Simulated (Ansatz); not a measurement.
# SrLi2Sb2: relaxing cell and atoms, part 2 of 2

Wanted: the geometry at rest of SrLi2Sb2 (a structure type of another compound, with these elements put in), relaxing cell and atoms, and its electronic structure there.

Ansatz 0.2.0; DFT, PBE, no spin polarisation, plane waves, PAW. Relaxing cell and atoms. The steps go on from the part before.

**3. The output, continued: semilocal partner**

Output, continued:

```text
SCF iter   3: F=—  HF=-16925.088466 eV  |F-HF|=—  |Δ(HF+E_count)|=   6.98e-4  S|Δr|=    0.00e0  Δρ=4.81e-4  dr2=4.31e-4  ethr=9.06e-6  ⟨swp⟩=2.0  Hψ=1146  notcnv=0
SCF iter   4: F=—  HF=-16925.088403 eV  |F-HF|=—  |Δ(HF+E_count)|=   6.39e-5  S|Δr|=    0.00e0  Δρ=2.36e-4  dr2=1.21e-4  ethr=9.38e-7  ⟨swp⟩=2.0  Hψ=1142  notcnv=0
SCF iter   5: F=—  HF=-16925.088393 eV  |F-HF|=—  |Δ(HF+E_count)|=   9.92e-6  S|Δr|=    0.00e0  Δρ=5.37e-5  dr2=5.70e-6  ethr=2.63e-7  ⟨swp⟩=2.0  Hψ=1050  notcnv=0
SCF iter   6: F=-16925.088395 eV  HF=-16925.088395 eV  |F-HF|=1.18e-8  |Δ(HF+E_count)|=   2.04e-6  S|Δr|=    0.00e0  Δρ=1.42e-5  dr2=4.74e-7  ethr=1.09e-9  ⟨swp⟩=12.0  Hψ=6037  notcnv=0
SCF 3 converged in 6 iterations: F = -16925.088395 eV  dr2 = 4.74e-7
relax step   3: F+E_penalty+E_count = -16925.08839469 eV  Δ(F+E_penalty+E_count) = -3.621e-2 eV  max|allowed force component| = 3.329e-2 eV/Å  Δτ_max = 0.0543 Å  P = +0.151 GPa  Ω = 143.991 Å³  energy of the carried Pulay correction = -2.006e-3 eV  (6 SCF iters, dr2 threshold 5.00e-7 eV, accepted)
[... from here on, the SCF cycles and remarks between the steps are left out ...]
relax step   4: F+E_penalty+E_count = -16925.11652080 eV  Δ(F+E_penalty+E_count) = -2.813e-2 eV  max|allowed force component| = 8.340e-2 eV/Å  Δτ_max = 0.0749 Å  P = -0.353 GPa  Ω = 146.433 Å³  energy of the carried Pulay correction = -2.203e-3 eV  (6 SCF iters, dr2 threshold 5.00e-7 eV, accepted)
relax step   5: F+E_penalty+E_count = -16925.15534192 eV  Δ(F+E_penalty+E_count) = -3.882e-2 eV  max|allowed force component| = 7.225e-2 eV/Å  Δτ_max = 0.0579 Å  P = -0.563 GPa  Ω = 146.413 Å³  energy of the carried Pulay correction = -2.202e-3 eV  (6 SCF iters, dr2 threshold 5.00e-7 eV, accepted)
relax step   6: F+E_penalty+E_count = -16925.19153058 eV  Δ(F+E_penalty+E_count) = -3.619e-2 eV  max|allowed force component| = 1.407e-1 eV/Å  Δτ_max = 0.0962 Å  P = -0.327 GPa  Ω = 141.507 Å³  energy of the carried Pulay correction = -1.802e-3 eV  (6 SCF iters, dr2 threshold 5.00e-7 eV, accepted)
relax step   7: F+E_penalty+E_count = -16925.19767163 eV  Δ(F+E_penalty+E_count) = -6.141e-3 eV  max|allowed force component| = 1.520e-2 eV/Å  Δτ_max = 0.0241 Å  P = -0.086 GPa  Ω = 141.289 Å³  energy of the carried Pulay correction = -1.784e-3 eV  (5 SCF iters, dr2 threshold 5.00e-7 eV, accepted)
relax step   8: F+E_penalty+E_count = -16925.19792433 eV  Δ(F+E_penalty+E_count) = -2.527e-4 eV  max|allowed force component| = 9.895e-3 eV/Å  Δτ_max = 0.0046 Å  P = +0.025 GPa  Ω = 140.664 Å³  energy of the carried Pulay correction = -1.732e-3 eV  (6 SCF iters, dr2 threshold 3.19e-8 eV, accepted)
relax step   9: F+E_penalty+E_count = -16925.19797432 eV  Δ(F+E_penalty+E_count) = -4.999e-5 eV  max|allowed force component| = 3.309e-3 eV/Å  Δτ_max = 0.0062 Å  P = +0.004 GPa  Ω = 140.641 Å³  energy of the carried Pulay correction = -1.730e-3 eV  (9 SCF iters, accepted)
relax step  10: F+E_penalty+E_count = -16925.21113322 eV  Δ(F+E_penalty+E_count) = -1.316e-2 eV  max|allowed force component| = 4.551e-3 eV/Å  Δτ_max = 0.0000 Å  P = +0.184 GPa  Ω = 140.641 Å³  stress off target by 4.52e-1 GPa  SCF on the basis re-selected at this cell (its energy is not comparable with the rows above)  (7 SCF iters)
relax step  11: F+E_penalty+E_count = -16925.21270382 eV  Δ(F+E_penalty+E_count) = -1.571e-3 eV  max|allowed force component| = 1.654e-2 eV/Å  Δτ_max = 0.0027 Å  P = +0.006 GPa  Ω = 141.235 Å³  energy of the carried Pulay correction = -4.600e-5 eV  (5 SCF iters, dr2 threshold 5.00e-7 eV, accepted)
relax step  12: F+E_penalty+E_count = -16925.21291715 eV  Δ(F+E_penalty+E_count) = -2.133e-4 eV  max|allowed force component| = 1.142e-3 eV/Å  Δτ_max = 0.0074 Å  P = +0.013 GPa  Ω = 141.073 Å³  energy of the carried Pulay correction = -3.094e-5 eV  (6 SCF iters, dr2 threshold 1.71e-8 eV, accepted)
iter 1 solved again at ethr=1.54e-6 eV; its pass at ethr=3.10e-3 eV (dr2=7.11e-4 eV) is discarded
SCF iter   1: F=—  HF=-16925.212971 eV  |F-HF|=—  |Δ(HF+E_count)|=         —  Δρ=1.82e-5  dr2=3.27e-8  ethr=1.54e-6  ⟨swp⟩=3.1  Hψ=5303  notcnv=0
eigensolver tolerance schedule: the retry pair's looser diagonalisation over-reported the residual by 21721.32 of it (diagonalisation noise at an unbounded share of the residual, at the tolerance the schedule requests for it); recorded, not acted on — ethr = c·dr2/N_el stays at c = 1.0e-1
SCF iter   2: F=—  HF=-16925.212946 eV  |F-HF|=—  |Δ(HF+E_count)|=   2.47e-5  S|Δr|=    0.00e0  Δρ=9.09e-6  dr2=8.04e-9  ethr=7.11e-11  ⟨swp⟩=4.0  Hψ=1959  notcnv=0
SCF iter   3: F=—  HF=-16925.212948 eV  |F-HF|=—  |Δ(HF+E_count)|=   1.34e-6  S|Δr|=    0.00e0  Δρ=4.45e-6  dr2=3.49e-9  ethr=1.75e-11  ⟨swp⟩=2.0  Hψ=834  notcnv=0
SCF iter   4: F=—  HF=-16925.212948 eV  |F-HF|=—  |Δ(HF+E_count)|=   4.04e-7  S|Δr|=    0.00e0  Δρ=4.87e-7  dr2=7.39e-10  ethr=7.58e-12  ⟨swp⟩=2.0  Hψ=796  notcnv=0
SCF iter   5: F=—  HF=-16925.212948 eV  |F-HF|=—  |Δ(HF+E_count)|=   2.46e-9  S|Δr|=    0.00e0  Δρ=2.68e-7  dr2=1.54e-10  ethr=1.61e-12  ⟨swp⟩=2.0  Hψ=780  notcnv=0
SCF iter   6: F=-16925.212948 eV  HF=-16925.212948 eV  |F-HF|=1.09e-11  |Δ(HF+E_count)|=  3.71e-10  S|Δr|=    0.00e0  Δρ=1.17e-7  dr2=2.14e-11  ethr=1.00e-12  ⟨swp⟩=9.0  Hψ=3762  notcnv=0
SCF 13 converged in 6 iterations: F = -16925.212948 eV  dr2 = 2.14e-11
relax step  13: F+E_penalty+E_count = -16925.21294821 eV  Δ(F+E_penalty+E_count) = -3.107e-5 eV  max|allowed force component| = 1.123e-3 eV/Å  Δτ_max = 0.0000 Å  P = +0.013 GPa  Ω = 141.073 Å³  stress off target by 2.52e-2 GPa  SCF on the basis re-selected at this cell (its energy is not comparable with the rows above)  (6 SCF iters)
basis re-selected at this cell: Δ(F+E_penalty+E_count) = -3.107e-5 eV, ΔP = -0.000 GPa vs the last step (what re-selecting the basis moved, of the pressure what is left beyond the Pulay correction that the steps carried, after the strain that the cell walked since its last selection, with what the two solves' SCF thresholds leave and, on support functions, any second-order correction that the steps lacked; it is no measure of the basis error at this ecutwfc). This SCF's stress stands 2.52e-2 GPa from its target on what of the cell is left free (relax.cell.stress_tol is 5.00e-2 GPa) and its largest allowed force component is 1.12e-3 eV/Å (relax.f_tol is 1.00e-2 eV/Å): within both
SCF converged after 6 iterations
Stability not checked: this state was not tested for a lower state beside it, because cold or Methfessel-Paxton smearing, or corrected tetrahedra, fill the levels in a way that the test cannot read (fill_not_monotonic; see scf.lower_state_search)
Free energy (F): -16925.212948 eV
Harris-Foulkes:  -16925.212948 eV  (|F-HF|=1.09e-11)
Internal energy: -16925.215462 eV  (E = F + TS)
E sigma→0 (E₀):  -16925.213786 eV
Entropy (-TS):   0.002514 eV (0.503 meV/atom)
Fermi energy:    5.496321 eV
--- Per-component energies (eV) ---
  E_band       = -699.932893
  E_kinetic    = 702.432014
  E_local      = -4654.898252  (includes V_loc(G=0)·N_el)
  E_nonlocal   = 860.877199
  E_hartree    = 1915.472010
  E_xc         = -470.694852
  E_vxc        = -381.006959  (∫ρ·V_xc dr)
  E_paw        = -11889.133432  (= ΣΔE_a)
  E_vpaw       = -1058.280969  (= ΣTr[D̂ρ^β])
  E_aug_tail   = 0.000023  (compensation charges beyond the density's cutoff)
  E_ewald      = -3389.270172
  E_smearing   = 0.002514  (= −TS)
  E_closure    = 0.000000  (closes the sum)
  Σ components = -16925.212948   (vs F -16925.212948, Δ=0.00e0)
--- Forces (eV/Å), atoms counted from 1 ---
  atom   1  Sr     0.00000000     0.00000000     0.00000000
  atom   2  Li     0.00000000    -0.00000000    -0.00000264
  atom   3  Li    -0.00000000     0.00000000     0.00000264
  atom   4  Sb     0.00000000     0.00000000     0.00112328
  atom   5  Sb    -0.00000000    -0.00000000    -0.00112328
  max |Σ_I F_I| component: 4.63e-18 eV/Å
--- Stress (GPa, compression-positive) ---
        0.006479       0.000000      -0.000000
        0.000000       0.006479      -0.000000
       -0.000000      -0.000000       0.025240
  P = ⅓ Tr σ = 0.0127 GPa (0.127 kbar)
--- Band table (eV; the first three rows and the last of 24) ---
  k-point 0: bands = ["-40.0001", "-39.9867", "-29.4548", "-22.3006", "-22.3006", "-22.3005", "-22.3005", "-22.2138", "-22.2138", "-22.2134", "-22.2134", "-22.1816", "-22.1807", "-11.5058", "-11.4353", "-11.4353", "-3.2515", "-2.7391", "2.6322", "5.5305", "6.0021", "6.0021", "6.8453", "6.8453", "7.4137", "9.5362", "9.5362", "9.5841"]
  k-point 1: bands = ["-40.0001", "-39.9867", "-29.4548", "-22.3006", "-22.3006", "-22.3005", "-22.3005", "-22.2138", "-22.2138", "-22.2134", "-22.2134", "-22.1815", "-22.1808", "-11.5058", "-11.4353", "-11.4353", "-3.1886", "-2.8227", "2.9182", "4.7680", "6.0829", "6.0829", "6.6923", "6.6923", "8.1628", "9.5105", "9.5105", "9.7768"]
  k-point 2: bands = ["-40.0001", "-39.9867", "-29.4548", "-22.3007", "-22.3007", "-22.3005", "-22.3005", "-22.2137", "-22.2137", "-22.2134", "-22.2134", "-22.1814", "-22.1808", "-11.5058", "-11.4353", "-11.4353", "-3.0605", "-2.9710", "3.6658", "3.7257", "6.2281", "6.2281", "6.4820", "6.4820", "8.7234", "9.4798", "9.4798", "9.9568"]
  k-point 23: bands = ["-39.9933", "-39.9933", "-29.4462", "-22.2984", "-22.2981", "-22.2981", "-22.2980", "-22.2150", "-22.2144", "-22.2144", "-22.2137", "-22.1789", "-22.1789", "-11.5392", "-11.5392", "-11.4586", "-2.2613", "-2.2613", "3.7202", "3.7202", "3.7745", "3.8938", "4.6610", "4.6610", "8.6412", "8.6412", "9.5919", "10.3768"]
--- Relaxed structure (11 steps of the walk, 11 accepted, 2 SCFs on fresh bases) ---
  F+E_penalty+E_count = -16925.21294821 eV   max|allowed force component| = 1.123e-3 eV/Å   (the final SCF, on the basis selected at the relaxed cell)
  cell:  # Å, volume = 141.0728 Å³
    - [2.178236305935014, 3.7728159527705887, 2.402829401847695e-17]
    - [-2.178236305935014, 3.7728159527705887, 2.4028294018476962e-17]
    - [-1.4547531175735965e-32, 4.6087339573022945e-17, 8.583068289523817]
  atoms:
    - { symbol: Sr, position: [-2.634001095105591e-34, 5.2087719845904385e-34, 9.403170066260342e-19] }
    - { symbol: Li, position: [0.3333333333333333, 0.3333333333333333, 0.5913846586415102] }
    - { symbol: Li, position: [0.6666666666666666, 0.6666666666666666, 0.4086153413584899] }
    - { symbol: Sb, position: [0.3333333333333333, 0.3333333333333333, 0.263554490170305] }
    - { symbol: Sb, position: [0.6666666666666666, 0.6666666666666666, 0.7364455098296951] }
--- Löwdin populations: 5 sites ---
  site symbol       q [e]
     0     Sr      8.4911
     1     Li      2.4425
     2     Li      2.4425
     3     Sb     16.0941
     4     Sb     16.0941
  spilling = 0.009470 (of n_electrons = 46.000000)
--- Bader charges: 5 sites ---
  site symbol  charge [e]  shift [e]
     0     Sr      1.3294     0.0000
     1     Li      0.8340     0.0006
     2     Li      0.8340     0.0006
     3     Sb     -1.4987     0.0006
     4     Sb     -1.4987     0.0006
  estimated error of the sums over rays = 2.3e-4 e
```

It took 52 s on 2 threads of Arm Neoverse V2, shared host; peak memory 0.45 GiB.

Relaxation path:

```
step  energy from step 1 (eV/cell)  largest force component (eV/Å)  pressure (GPa)  volume (Å³)
   1                        0.0000                          0.7597            7.23       121.45
   2                       -0.5067                          0.2041            1.04       139.41
   3                       -0.5429                          0.0333            0.15       143.99
   4                       -0.5710                          0.0834           -0.35       146.43
   5                       -0.6098                          0.0722           -0.56       146.41
   6                       -0.6460                          0.1407           -0.33       141.51
   7                       -0.6521                          0.0152           -0.09       141.29
   8                       -0.6524                          0.0099            0.02       140.66
   9                       -0.6524                          0.0033            0.00       140.64
  10                       -0.6656                          0.0046            0.18       140.64
  11                       -0.6672                          0.0165            0.01       141.23
  12                       -0.6674                          0.0011            0.01       141.07
  13                       -0.6674                          0.0011            0.01       141.07
```

Step 1 is the start. Steps 10, 13 repeat the geometry before on a plane-wave basis chosen anew for that cell, so the energy can jump there without any move; the table keeps such jumps.

| input's cell | before | after | change |
| --- | --- | --- | --- |
| a (Å) | 4.387 | 4.356 | -0.7 % |
| b (Å) | 4.387 | 4.356 | -0.7 % |
| c (Å) | 7.287 | 8.583 | +17.8 % |
| volume (Å³/atom) | 24.29 | 28.21 | +16.2 % |

The largest move, 0.34 Å, apart from the change of the cell, is shared by several atoms, Li3 among them.

**4. Total and projected density of states**

States per cell by energy window, from dos.tsv and pdos.tsv (tetrahedra; eV from the Fermi level):

```
from    to  total  Li s  Sb s  Sb p  Sr s
-8.0  -7.0   2.35  0.13  2.13  0.01  0.05
-7.0  -6.0   0.00  0.00  0.00  0.00  0.00
-6.0  -5.0   0.00  0.00  0.00  0.00  0.00
-5.0  -4.0   0.00  0.00  0.00  0.00  0.00
-4.0  -3.0   0.00  0.00  0.00  0.00  0.00
-3.0  -2.0   1.84  0.18  0.03  1.39  0.18
-2.0  -1.0   3.47  0.25  0.09  2.88  0.12
-1.0   0.0   4.68  0.06  0.03  4.25  0.04
 0.0   1.0   1.93  0.01  0.01  1.78  0.00
 1.0   2.0   0.08  0.00  0.00  0.07  0.00
 2.0   3.0   1.85  0.09  0.05  0.10  0.15
```

**5. Atomic charges**

Gathered by element (positive charge: electrons given up): Löwdin charges also hold the electrons that the projection spills.

```
element  atoms  Bader charge (e)  Bader volume (Å³)  Löwdin charge (e)
     Sr      1             +1.33               22.0              +1.51
     Li      2             +0.83                4.3              +0.56
     Sb      2             -1.50               55.3              -1.09
```

Löwdin charges rest on a small set of atomic orbitals that misses 0.9 % of the electrons, so they need not add up to the cell's charge and can differ from Bader's even in sign.

**6. Fields in real space**

Maps in the plane spanned by a and b at height 0.591 along c (axes of the input's cell), one cell: a runs left to right (13 points from zero), b bottom to top (13 points), 60° apart. Inside the augmentation spheres the fields are the smooth ones.

Valence density. Ten steps from '0' (0.02 e/Å³) to '9' (7.03 e/Å³), finer at the low end (step k begins (100^(k/10) - 1)/99 of the way up):
```
0000112221100
0000112222110
0000112333211
1000112333321
1000012233322
1111111223322
1115511122222
1117971111111
1015995101111
0001575100000
0000111100000
0000011100000
0000111111000
```

ELF. Ten even steps from '0' (0.02) to '9' (0.99):
```
0002467776420
0002567777652
2002467777764
4101467766776
5100157776777
5100015777777
5005500577777
5109990156666
4105995014454
2100595001222
0000000000000
0001110111000
0002455554200
```

Atoms within 0.2 Å of the plane, in fractions of a and b: Li at (0.33, 0.33).

At the density minimum on some short contacts:

```
contact  length (Å)  minimum at (fraction)  density (e/Å³)   ELF
Li2–Sb5       2.807   deep in a PAW sphere               –     –
Li2–Li3       2.964                   0.35           0.056  0.06
```

```
fraction  Li2–Sb5  Li2–Li3
     0.2    0.527    0.357
     0.3   0.0952   0.0629
     0.4    0.123   0.0567
     0.5    0.209   0.0581
     0.6    0.396   0.0567
     0.7    0.933   0.0629
     0.8     3.94    0.357
```

(Smooth valence density in e/Å³ at fractions of each contact.)

**7. Outcome**

The summary covers parts 1 to 2.

```
                                                 quantity                                                                      value
                                                    moves                                                                         10
                                            energy gained                                                             130.8 meV/atom
                                             largest move                                                                0.34 Å (Li)
                     space group (0.01 Å), before / after                                                              P-3m1 / P-3m1
                                                     cell  a = 4.356 Å, b = 4.356 Å, c = 8.583 Å, α = 90.00°, β = 90.00°, γ = 60.00°
                                                   volume                                                    28.21 Å³/atom (+16.2 %)
                                      pressure at the end                                                                   0.01 GPa
           formation energy (elements from separate runs)                                                              -0.53 eV/atom
                                                character                                                                      metal
density of states, mean within 0.25 eV of the Fermi level                                                        3.6 per eV per cell
                                            Bader charges                                             Sr +1.33, Li +0.83, Sb -1.50 e
```

**Reading.** The volume grew by 16.2 %, and the largest move of an atom is 0.34 Å apart from the change of the cell; the energy fell by 130.8 meV per atom. The shape changed more than that tells: the edges moved by -1, -1, +18 %. The run held to 12 symmetry operations, so a lower structure without them is not ruled out. It is a metal; within 0.25 eV of the Fermi level the density of states averages 3.6 per eV per cell, mostly Sb p (92 %). Set against separate runs on the elements (Sr fcc, Li bcc, Sb A7 rhombohedral), it forms at -0.53 eV per atom, so it is bound against them, though other compounds may compete. Sr loses most charge (+1.33 e on average) and Sb gains most (-1.50 e).
